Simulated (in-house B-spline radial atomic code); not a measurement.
# Excitations of Mo³⁸⁺ as exact exchange is dialled in

One table from this session's results is given with a row withheld; the runs are named, their logs left out.

Program: in-house B-spline radial atomic code version 1. Level of theory: linear response of a closed shell, each method with its own adiabatic kernel; spin-free one-electron X2C, finite nucleus; B-spline basis; no spin-orbit coupling, no double excitations; only terms of natural parity, (−1)^L, with L up to 3 are computed. These are calculated values, not measurements, unless marked.

**The system**

| Quantity | Value |
| --- | --- |
| element | molybdenum (Z = 42) |
| charge | +38 |
| configuration | [He] 2s2 |
| runs | 0 % exact exchange; 10 % exact exchange; 20 % exact exchange; 30 % exact exchange; 40 % exact exchange; 50 % exact exchange; 60 % exact exchange; 70 % exact exchange; 80 % exact exchange; 90 % exact exchange; 100 % exact exchange |

The outer shells:

Mo³⁸⁺
```
[He] core
2s [↑↓]
```

Set-up of the first run:

Input settings:

```ini
Z = 42
electrons = 4.0
configuration = [He] 2s2
hamiltonian = x2c
method = pbeh
box_radius = 3.33
exact_exchange_fraction = 0.0
rms_radius = 4.4091
intervals = 64
```

Started as:

```console
$ python run_td.py task.json out
```

One command runs all members of the session, one after another, from task.json.

Steps of the session up to this table: 0 % exact exchange.

One table of the session follows, with a row left open; its other results are not shown here.

It belongs to the step «0 % exact exchange». The states in eV; those that feel the box are left out:

```
   state  full (eV)  Tamm-Dancoff (eV)
2s→2p ³P     152.75             155.74
2s→2p ¹P     219.54             222.66
2s→3s ³S     3119.3             3119.3
2s→3s ¹S     3135.9             3135.9
2s→3p ³P     3175.0             3175.0
2s→3p ¹P     3180.5             3180.5
2s→3d ³D          ?                  ?
2s→3d ¹D     3224.1             3224.1
2s→4s ³S     4182.6             4182.6
2s→4s ¹S     4187.8             4187.8
2s→4p ³P     4206.1             4206.1
2s→4p ¹P     4207.9             4207.9
2s→4d ³D     4221.7             4221.7
2s→4d ¹D     4226.1             4226.1
```

Q: Estimate the row for 2s→3d ³D from the others.

**Answer.** full (eV): 3209.6; Tamm-Dancoff (eV): 3209.7. In the column «full (eV)» it lies between 2s→3p ¹P (3180.5) and 2s→3d ¹D (3224.1).
